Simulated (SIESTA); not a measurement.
The system is InCuO3.

```xyz
5
Lattice="1.7237 0.9952 5.7072 -1.7237 0.9952 5.7072 0.0000 -1.9903 5.7072" Properties=species:S:1:pos:R:3 pbc="T T T"
In    0.0000    0.0000    8.5236
Cu    0.0000    0.0000    0.0523
O     0.0000    0.0000    5.8783
O     0.0000    0.0000   15.2966
O     0.0000    0.0000    1.9161
```

The cell comes from a database or a generator and needn't be the stable form of this composition.

| Item | Value |
| --- | --- |
| Program | SIESTA 5.4.2 |
| Task | single point |
| Functional | PBEsol |
| Potentials or basis | PseudoDojo 0.4 standard (PBEsol files) |
| Basis | DZP (energy shift 0.003 Ry; two zetas on semicore shells) |
| Grid cutoff | 800 Ry |
| Energy shift | 0.003 Ry |
| k mesh | 9 × 9 × 9 |
| Occupations | fermi-dirac, width 0.05 eV |
| Spin | no spin polarisation |

On this cell: pressure -3.8 GPa; largest force 0.125 eV/Å; band gap on the k mesh none (metal or under the smearing width).

The same run follows on a disturbed copy (atoms moved at random, drawn with an rms of 0.05 Å):

```
CELL_PARAMETERS angstrom
1.72367 0.99516 5.70719
-1.72367 0.99516 5.70719
0.00000 -1.99032 5.70719
ATOMIC_POSITIONS crystal
In 0.50258 0.50051 0.50186
Cu 0.01515 0.99163 0.99956
O 0.34535 0.34426 0.34041
O 0.88655 0.92166 0.87619
O 0.12164 0.11528 0.09797
```

Question: What changes?

Answer: The energy (extrapolated to zero smearing) moves by +14.9 meV/atom; pressure -3.7 GPa; largest force 0.961 eV/Å; band gap on the k mesh none (metal or under the smearing width).

Forces on the atoms (eV/Å):
```
In  -0.349  0.534 -0.718
Cu  -0.349  0.239  0.825
O    0.042 -0.006 -0.131
O    0.612 -0.397 -0.325
O    0.044 -0.371  0.349
```

Stress tensor (GPa, compression positive):
```
-4.33 -0.64  0.87
-0.64 -3.76 -0.16
 0.87 -0.16 -3.08
```

Caveats: short orbitals over semicore shells can move pressures by several GPa; the basis of atomic orbitals isn't converged, which shifts pressures, moduli and gaps; the run has no spin polarisation, though such a crystal can be magnetic; semilocal functionals often make such compounds metallic where correlation or magnetic order opens a gap, which also shifts bond lengths.
